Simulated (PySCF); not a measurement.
# CH₆Br₂SSi₂: electronic excitations

What electronic excitations should CH₆Br₂SSi₂ (`[SiH3]CS[SiH](Br)Br`) show?

Computed with PySCF 2.14.0, with density-fitted response routines of our own, on a single molecule in the gas phase. Atoms are numbered from 0 throughout.

**1. The starting structure**

12 atoms, charge 0, multiplicity 1; geometry from: GFN2-xTB.

Bonds of the start (Å): Si0–C1 1.91, C1–S2 1.83, S2–Si3 2.12, Si3–Br4 2.21, Si3–Br5 2.22, Si0–H6 1.46, Si0–H7 1.46, Si0–H8 1.47, C1–H9 1.09, C1–H10 1.09, Si3–H11 1.45.

**2. Excited states and response: wB97X-D/def2-SVPD**

The job: settings as JSON, then the geometry in Å.

```
{"job": {"kind": "uv", "xc": "wB97X-D", "basis": "def2-SVPD", "nstates": 8, "ntriplets": 3}, "charge": 0, "multiplicity": 1}
Si    -1.774730     0.089242    -0.658353
C     -0.801983    -0.581729     0.841560
S      0.756712    -1.418755     0.385313
Si     2.009629     0.205505    -0.167485
Br     4.091133    -0.526300    -0.156428
Br     1.862895     1.873920     1.286162
H     -1.883500    -0.995798    -1.629981
H     -3.063624     0.547987    -0.157015
H     -1.002950     1.198932    -1.228057
H     -0.566738     0.188917     1.575043
H     -1.369990    -1.357066     1.353641
H      1.744344     0.774458    -1.470427
```

Method: TDDFT wB97X-D/def2-SVPD, vertical, gas phase, core orbitals frozen in the response.

The run is started by

```sh
> OMP_NUM_THREADS=1 python probes_run.py task.json out
```

One launch serves the whole session: the jobs run in the order shown.

Predict these results of the whole session: lowest singlet (wB97X-D/def2-SVPD); brightest single state of those computed; lowest triplet; surface potential, 1st and 99th percentile.

**Answer**, as computed:

| quantity | value |
| --- | --- |
| lowest singlet (wB97X-D/def2-SVPD) | 5.25 eV (236 nm), f = 0.003 |
| brightest single state of those computed | state 8, 6.99 eV, f = 0.052 |
| lowest triplet | 4.94 eV |
| surface potential, 1st and 99th percentile | -0.62 V and 1.28 V |

The lowest singlet, at 5.25 eV, is HOMO→LUMO 0.89 and is weak; of the 8 states computed, the strongest absorption comes from state 8 at 6.99 eV (the last computed, so partners may be missing). The lowest triplet lies 0.30 eV below the lowest singlet (triplets in Tamm-Dancoff, singlets in full TDDFT).
